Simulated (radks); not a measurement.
# Nuclear size and the levels of Sm⁺

An exercise on one series of results from a longer session: the logs are not shown, and one member is left open.

Method: Dirac Kohn-Sham, BLYP, spin-unpolarised, spherical densities, finite nucleus; open shells are shared between the two j in proportion to 2j + 1. Code: radks (a radial shooting solver on a logarithmic mesh, Libxc functionals) version 1.

## The system

| Item | Value |
| --- | --- |
| element | samarium (Z = 62) |
| charge | +1 |
| electrons | 61 |
| configuration | [Xe] 4f6 6s1 |
| nuclear rms radius | 5.0819 fm |

Outer shells as boxes (Hund's rule):

Sm⁺
```
[Xe] core
4f [↑ ][↑ ][↑ ][↑ ][↑ ][↑ ][  ]
6s [↑ ]
```

The first run:

Input:

```text
Z 62
configuration [Xe] 4f6 6s1 5d0 6p0
relativity Dirac
functional b88,lyp
spin unpolarised
j_filling average
nucleus finite rms 5.0819 fm
c 137.035999084
```

Steps of the session up to this table: rms radius 5.0819 fm.

One table of the session follows, with a row left open; its other results are not shown here.

It belongs to the step «rms radius 5.0819 fm». Sizes of the orbitals, from the radial functions (bohr):

```
level    <r>  outermost maximum (interpolated)  90 % within  nodes
5p3/2  1.691                              1.46         2.49      3
4f5/2      ?                                 ?            ?      ?
6s1/2  3.892                              3.41         5.65      5
4f7/2  1.018                             0.616         1.80      0
5d3/2  2.814                              2.10         4.48      2
5d5/2  2.882                              2.15         4.59      2
6p1/2  4.821                              4.21         7.03      4
6p3/2  5.056                              4.43         7.36      4
```

Estimate the missing values for 4f5/2.

The run gave: <r>: 0.9988; outermost maximum (interpolated): 0.610; 90 % within: 1.76; nodes: 0. In the column «<r>» it is the lowest.
